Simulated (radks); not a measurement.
# Gd²⁺ in [Xe] 4f7 5d1: an all-electron calculation

One table from this session's results is given with a row withheld; the runs are named, their logs left out.

The numbers are computed with radks (a radial shooting solver on a logarithmic mesh, Libxc functionals) version 1 (scalar-relativistic Kohn-Sham, PBEsol, spin-unpolarised, spherical densities, point nucleus), except any that are marked as measured or tabulated.

### Starting point

```
element       : gadolinium (Z = 64)
charge        : +2
electrons     : 62
configuration : [Xe] 4f7 5d1
```

Outer shells as boxes (Hund's rule):

Gd²⁺
```
[Xe] core
4f [↑ ][↑ ][↑ ][↑ ][↑ ][↑ ][↑ ]
5d [↑ ][  ][  ][  ][  ]
```

The first run:

The run's settings:

```text
Z 64
configuration [Xe] 4f7 5d1 6s0 6p0 5f0 6d0
relativity scalar-relativistic
functional pbe_sol,pbe_sol
spin unpolarised
nucleus point
c 137.035999084
```

One table of the session follows, with a row left open; its other results are not shown here.

It belongs to the step «Radial structure». Sizes of the orbitals, from the radial functions (bohr):

```
level      <r>  outermost maximum (interpolated)  90 % within  nodes
   1s  0.02191                            0.0139       0.0396      0
   2s  0.09330                            0.0790        0.144      1
   2p  0.08238                            0.0640        0.134      0
   3s   0.2445                             0.224        0.358      2
   3p   0.2431                             0.220        0.364      1
   3d        ?                                 ?            ?      ?
   4s   0.5530                             0.516        0.794      3
   4p   0.5853                             0.538        0.851      2
   4d   0.6361                             0.559        0.956      1
   5s    1.331                              1.20         1.92      4
   5p    1.551                              1.35         2.27      3
   4f   0.8609                             0.567         1.48      0
   5d    2.353                              1.88         3.62      2
   6s    3.390                              3.04         4.86      5
   6p    4.171                              3.76         5.99      4
```

Q: Estimate the row for 3d from the others.

As computed: <r>: 0.2212; outermost maximum (interpolated): 0.180; 90 % within: 0.345; nodes: 0. In the column «<r>» it lies between 2s (0.09330) and 3p (0.2431).

Limits of these values: Spin polarisation and multiplet splitting are left out.
